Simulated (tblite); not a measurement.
# C9H14: the cost of one run

Computed with tblite 0.8.0 and PySCF 2.14.0, with density-fitted response routines of our own, on a single molecule in the gas phase. Atoms count from 0, in the outputs and in this text.

### 1 Starting geometry

23 atoms, charge 0, multiplicity 1; geometry from: force field or distance geometry start.

Bonds of the start (Å): C0–C1 1.34, C1–C2 1.46, C2–C3 1.34, C3–C4 1.49, C4–C5 1.53, C5–C6 1.49, C6–C7 1.46, C7–C8 1.46, C8–C2 1.47, C0–H9 1.08, C0–H10 1.09, C1–H11 1.08, C3–H12 1.08, C4–H13 1.10, C4–H14 1.11, C5–H15 1.11, C5–H16 1.11, C6–H17 1.13, C6–H18 1.13, C7–H19 1.13, C7–H20 1.13, C8–H21 1.12, C8–H22 1.12.

### 2 Relaxing the molecule with GFN2-xTB

Job settings and geometry (Å):

```
{"job": {"kind": "relax", "xc": "GFN2-xTB", "basis": "xTB"}, "charge": 0, "multiplicity": 1}
C      3.212800    -0.852500     0.171000
C      2.439100     0.174300    -0.196400
C      0.980800     0.113600    -0.122200
C      0.432800     1.266900    -0.544800
C     -0.985500     1.696500    -0.652400
C     -1.665600     1.050900     0.551700
C     -2.104000    -0.339300     0.246600
C     -1.069700    -1.341600     0.005000
C      0.335100    -1.113600     0.351200
H      2.834000    -1.790700     0.537000
H      4.295500    -0.747300     0.100500
H      2.965000     1.056500    -0.531600
H      1.118100     2.048500    -0.839200
H     -1.004400     2.797400    -0.637900
H     -1.472500     1.337200    -1.582500
H     -1.065700     1.137100     1.481600
H     -2.579900     1.656500     0.714400
H     -2.790400    -0.301300    -0.645200
H     -2.774800    -0.667300     1.095400
H     -1.100600    -1.646800    -1.081100
H     -1.390400    -2.286600     0.538400
H      0.461300    -1.284300     1.449500
H      0.924300    -1.936900    -0.126000
```

Run with:

```
> OMP_NUM_THREADS=1 python probes_run.py task.json out
```

The driver reads the jobs from task.json and runs them one after another.

Q: Estimate the wall time and peak memory of this first job on 1 thread of Arm Neoverse N1, shared host.

About 1.1 s, with a peak of 0.18 GiB.
